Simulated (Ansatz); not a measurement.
# C₂HCa radical: geometry and frequencies at several levels

Wanted for C₂HCa radical: geometry and frequencies at several levels. Spin multiplicity 2.

Computed with Ansatz 0.2.0 (the levels named in each step, unless a step's input says otherwise).

## (1) The starting structure

Bond lengths: C1–C2 1.210 Å, C2–Ca3 2.324 Å, C1–H4 1.063 Å. Angles: C1–C2–Ca3 180.0°, C2–C1–H4 180.0°.

Structure file:

```xyz
4

C     0.0000    0.0000   -0.9202
C     0.0000    0.0000    0.2901
Ca    0.0000    0.0000    2.6138
H     0.0000    0.0000   -1.9836
```

## (2) A rough first relaxation, PBE-D4/def2-SVP

input.yaml reads:

```yaml
crystal:
  periodic: [false, false, false]
  atoms:
    - { symbol: C, position_ang: [0.0, 0.0, -0.92023] }
    - { symbol: C, position_ang: [0.0, 0.0, 0.29009] }
    - { symbol: Ca, position_ang: [0.0, 0.0, 2.61375] }
    - { symbol: H, position_ang: [0.0, 0.0, -1.98361] }
magnetization:
  spin_polarized: true
  initial_magnetization: 1
basis:
  gaussian: { orbitals: def2-SVP }
hamiltonian:
  xc: pbe
  dispersion: d4
relax:
  f_tol: 0.03
  max_steps: 200
```

On the command line:

```
$ ansatz run input.yaml --threads 2 --pin off --max-ram 5120MiB --backend cpu --events-out ev --progress --plain --runs-dir out
```

After this run come: Relaxation, HF/STO-3G; Frequencies, HF/STO-3G; Relaxation, HF/def2-SVP; Frequencies, HF/def2-SVP; Relaxation, LDA/def2-SVP; Frequencies, LDA/def2-SVP; Relaxation, PBE-D4/def2-SVP; Frequencies, PBE-D4/def2-SVP.

**Question.** What will these runs give? Wanted: C1–C2 at PBE-D4/def2-SVP; C2–Ca3 at PBE-D4/def2-SVP; frequencies at PBE-D4/def2-SVP.

**Answer**, as computed:

| quantity | value |
| --- | --- |
| C1–C2 at PBE-D4/def2-SVP | 1.244 Å |
| C2–Ca3 at PBE-D4/def2-SVP | 2.285 Å |
| frequencies at PBE-D4/def2-SVP | 125 to 3361 cm⁻¹ |

**Reading.** The C–C distance spreads over 0.055 Å, from HF/STO-3G (shortest) to PBE-D4/def2-SVP. No mode is imaginary, so the geometry is a minimum. <S²> exceeds the pure value by up to 0.11: some mean fields break spin symmetry, which blurs their results.
